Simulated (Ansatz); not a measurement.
**C2H6AlNSe: a ladder of functionals and wavefunction methods**

Aim: compute C2H6AlNSe with functionals from several rungs and with coupled cluster. The yardstick is the atomisation energy at the CCSD(T) limit.

The runs use Ansatz 0.2.0, Gaussian basis; functionals in def2-TZVPP, the program's frozen cores in correlated methods.

The runs, in order: PBE-D4, r2SCAN-D4, PBE0-D4, B3LYP-D4, ωB97X-V, ωB97M-V, B2PLYP; CCSD(T)/def2-TZVPP; MP2/def2-QZVPP; extrapolation to the limit.

## (1) The geometry

An earlier PBE0-D4 in a triple-zeta def2 set relaxation fixed the geometry.

SMILES `[NH2][AlH][CH2]C=[Se]`, 11 atoms, charge 0, spin multiplicity 1.

Atoms are counted from 1 here; the program's logs count them from 0.

Bond lengths: N1–Al2 1.755 Å, N1–H6 1.007 Å, N1–H7 1.009 Å, Al2–C3 1.998 Å, Al2–H8 1.580 Å, C3–C4 1.442 Å, C3–H9 1.095 Å, C3–H10 1.094 Å, C4–Se5 1.774 Å, C4–H11 1.091 Å. Angles: Al2–N1–H6 125.4°, Al2–N1–H7 123.6°, H6–N1–H7 110.8°, N1–Al2–C3 118.6°, N1–Al2–H8 121.4°, C3–Al2–H8 120.0°, Al2–C3–C4 107.2°, Al2–C3–H9 103.0°, Al2–C3–H10 106.9°, C4–C3–H9 113.4°, C4–C3–H10 114.2°, H9–C3–H10 111.2°, C3–C4–Se5 127.1°, C3–C4–H11 115.5°, Se5–C4–H11 117.3°.

As a file:

```tsv
atom	x (Å)	y (Å)	z (Å)
N1	-1.84794	0.51463	-0.17390
Al2	-0.68431	-0.63750	-0.80526
C3	1.20660	-0.53558	-0.16666
C4	1.21736	0.30690	1.00326
Se5	1.37113	2.07344	1.04880
H6	-2.81706	0.57049	-0.44075
H7	-1.60425	1.26674	0.45242
H8	-1.10713	-1.74812	-1.84610
H9	1.73270	-0.09878	-1.02183
H10	1.53552	-1.56281	0.01684
H11	1.06278	-0.20651	1.95369
```

## (2) PBE-D4 (GGA)

in.yaml reads:

```yaml
crystal:
  periodic: [false, false, false]
  atoms:
    - {symbol: N, position_ang: [-1.847936, 0.514628, -0.173901]}
    - {symbol: Al, position_ang: [-0.684313, -0.637499, -0.805261]}
    - {symbol: C, position_ang: [1.206599, -0.535579, -0.166662]}
    - {symbol: C, position_ang: [1.217362, 0.306897, 1.003256]}
    - {symbol: Se, position_ang: [1.371133, 2.073436, 1.048801]}
    - {symbol: H, position_ang: [-2.817057, 0.570492, -0.440751]}
    - {symbol: H, position_ang: [-1.604251, 1.266743, 0.452418]}
    - {symbol: H, position_ang: [-1.107134, -1.748121, -1.846099]}
    - {symbol: H, position_ang: [1.732705, -0.098778, -1.021828]}
    - {symbol: H, position_ang: [1.535517, -1.562807, 0.016839]}
    - {symbol: H, position_ang: [1.062776, -0.206511, 1.953687]}
basis:
  gaussian: {orbitals: def2-TZVPP}
hamiltonian: {xc: pbe, dispersion: d4}
output: {forces: true, orbitals: {seedname: orbitals}}
```

Started as:

```console
$ ansatz run in.yaml --threads 4 --pin off --events-out ev --progress --plain --max-ram 10444MiB
```

Further steps of the session: r2SCAN-D4 (meta-GGA); PBE0-D4 (hybrid); B3LYP-D4 (hybrid); ωB97X-V (range-separated); ωB97M-V (range-separated); B2PLYP (double hybrid); CCSD(T) in def2-TZVPP; MP2 in def2-QZVPP.

**Question.** What will the summary of the whole plan be? Wanted: atomisation energy, CCSD(T)/CBS; farthest; mean size of error, hybrid; mean size of error, range-separated; gap, smallest and largest; T1 diagnostic; triples share of the correlation energy.

**Answer**, as computed:

```
                               quantity                                           value
        atomisation energy, CCSD(T)/CBS                                  922.1 kcal/mol
functionals within 9.2 kcal/mol (1.0 %)  r2SCAN-D4, PBE0-D4, B3LYP-D4, ωB97X-V, ωB97M-V
                               farthest                         PBE-D4 (+19.3 kcal/mol)
             mean size of error, hybrid                                    0.3 kcal/mol
    mean size of error, range-separated                                    1.2 kcal/mol
              gap, smallest and largest             1.95 eV (PBE-D4), 8.24 eV (ωB97X-V)
                          T1 diagnostic                                          0.0165
triples share of the correlation energy                                           4.2 %
```

PBE-D4 is off by +19.3 kcal/mol. Double hybrids carry the basis error of their MP2 part in triple zeta, and no dispersion term here, so their miss is partly the set-up's. Misses under about 9.2 kcal/mol are within the doubt on the reference itself, which lacks core-valence correlation, relativity and higher excitations, and its outer-core shells are covered unevenly. All levels share the lack of spin-orbit coupling, which lowers the free heavy atoms and so the true binding. Hartree-Fock recovers 70 % of the binding; the rest is correlation. Orbital gaps span 1.9 to 8.2 eV; exact exchange widens them. The restricted reference is unstable towards a spin-broken one. Correlated methods include outer-core shells of Se, which these sets cover unevenly.
